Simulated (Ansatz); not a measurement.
# H5MgNOSi: up Jacob's ladder to CCSD(T)

How much do the methods differ for H5MgNOSi? The plan is to run it at one geometry with functionals of several rungs and with coupled cluster. The yardstick is the atomisation energy at the CCSD(T) limit.

Program: Ansatz 0.2.0, Gaussian basis. Level of theory: functionals in def2-TZVPP, the program's frozen cores in correlated methods. These are calculated values, not measurements.

The runs, in order: LDA (SPW92), PBE-D4, revPBE-D4, BLYP-D4, r2SCAN-D4, B97M-V, PBE0-D4, B3LYP-D4, r2SCANh-D4, r2SCAN0-D4, HSE06-D4, BHLYP-D4, CAM-B3LYP-D4, LC-ωPBE, ωB97X-V, ωB97M-V, B2PLYP, PBE-QIDH; CCSD(T)/def2-SVP; CCSD(T)/def2-TZVPP; MP2/def2-QZVPP; extrapolation to the limit; RPA on PBE.

## Step 1: The relaxed structure

All runs share one geometry, relaxed beforehand with PBE0-D4 in a triple-zeta def2 set.

SMILES `[NH2][Mg][O][SiH3]`, 9 atoms, charge 0, spin multiplicity 1.

Atoms are counted from 1 here; the program's logs count them from 0.

Bond lengths: N1–Mg2 1.877 Å, N1–H5 1.009 Å, N1–H6 1.009 Å, Mg2–O3 1.794 Å, O3–Si4 1.610 Å, Si4–H7 1.493 Å, Si4–H8 1.493 Å, Si4–H9 1.493 Å. Angles: Mg2–N1–H5 126.4°, Mg2–N1–H6 126.4°, H5–N1–H6 107.3°, N1–Mg2–O3 180.0°, Mg2–O3–Si4 179.7°, O3–Si4–H7 111.5°, O3–Si4–H8 111.5°, O3–Si4–H9 111.5°, H7–Si4–H8 107.4°, H7–Si4–H9 107.4°, H8–Si4–H9 107.4°.

## Step 2: LDA

This LDA is Slater exchange with PW92 correlation.

in.yaml reads:

```yaml
crystal:
  periodic: [false, false, false]
  atoms:
    - {symbol: N, position_ang: [-0.348183, 2.587730, -1.494046]}
    - {symbol: Mg, position_ang: [-0.122041, 0.972965, -0.565074]}
    - {symbol: O, position_ang: [0.093427, -0.570907, 0.323164]}
    - {symbol: Si, position_ang: [0.279182, -1.956683, 1.121175]}
    - {symbol: H, position_ang: [-0.371268, 3.511675, -1.090334]}
    - {symbol: H, position_ang: [-0.469205, 2.692854, -2.489783]}
    - {symbol: H, position_ang: [-0.400366, -3.086946, 0.420573]}
    - {symbol: H, position_ang: [1.720931, -2.320403, 1.259292]}
    - {symbol: H, position_ang: [-0.293977, -1.876485, 2.497834]}
basis:
  gaussian: {orbitals: def2-TZVPP}
hamiltonian: {xc: lda}
output: {orbitals: {seedname: orbitals}}
```

Further steps of the session: PBE-D4 (GGA); revPBE-D4 (GGA); BLYP-D4 (GGA); r2SCAN-D4 (meta-GGA); B97M-V (meta-GGA); PBE0-D4 (hybrid); B3LYP-D4 (hybrid); r2SCANh-D4 (hybrid); r2SCAN0-D4 (hybrid); HSE06-D4 (hybrid); BHLYP-D4 (hybrid); CAM-B3LYP-D4 (range-separated); LC-ωPBE-D4 (range-separated); ωB97X-V (range-separated); ωB97M-V (range-separated); B2PLYP (double hybrid); PBE-QIDH (double hybrid); CCSD(T) in def2-SVP; CCSD(T) in def2-TZVPP; MP2 in def2-QZVPP; RPA on PBE orbitals.

**Question.** What will the summary of the whole plan be? Wanted: atomisation energy, CCSD(T)/CBS; farthest beyond LDA; mean size of error, GGA; mean size of error, meta-GGA; mean size of error, hybrid; mean size of error, range-separated; mean size of error, double hybrid; gap, smallest and largest; T1 diagnostic.

As calculated:

```
                               quantity                                  value
        atomisation energy, CCSD(T)/CBS                          2908.3 kJ/mol
 functionals within 14.5 kJ/mol (0.5 %)                  CAM-B3LYP-D4, ωB97X-V
                    farthest beyond LDA               BHLYP-D4 (-116.8 kJ/mol)
                mean size of error, GGA                            57.1 kJ/mol
           mean size of error, meta-GGA                            34.4 kJ/mol
             mean size of error, hybrid                            76.3 kJ/mol
    mean size of error, range-separated                            26.3 kJ/mol
      mean size of error, double hybrid                            72.7 kJ/mol
              gap, smallest and largest  3.19 eV (BLYP-D4), 10.12 eV (LC-ωPBE)
                          T1 diagnostic                                 0.0104
triples share of the correlation energy                                  2.8 %
```

**Reading.** The LDA atomisation energy is off by 315.7 kJ/mol (11 %): it overbinds. PBE-D4 is off by -33.9 kJ/mol. Double hybrids carry the basis error of their MP2 part in triple zeta, and no dispersion term here, so their miss is partly the set-up's. Taken by rung, range-separated functionals do best (26.3 kJ/mol on average) and hybrid ones worst beyond LDA (76.3 kJ/mol). The gap between the best rungs is small, so their order is not settled. The mean of the hybrids holds BHLYP, with half exact exchange. Misses under about 14.5 kJ/mol are within the doubt on the reference itself, which lacks core-valence correlation, relativity and higher excitations. Hartree-Fock recovers 70 % of the binding; the rest is correlation. CCSD(T) in def2-SVP is off by -257.1 kJ/mol, so the small basis spoils what the method gains. The gap grows from 3.2 to 10.1 eV across the functionals, mostly with the share of exact exchange. Correlated methods include outer-core shells of Mg, which these sets cover unevenly.
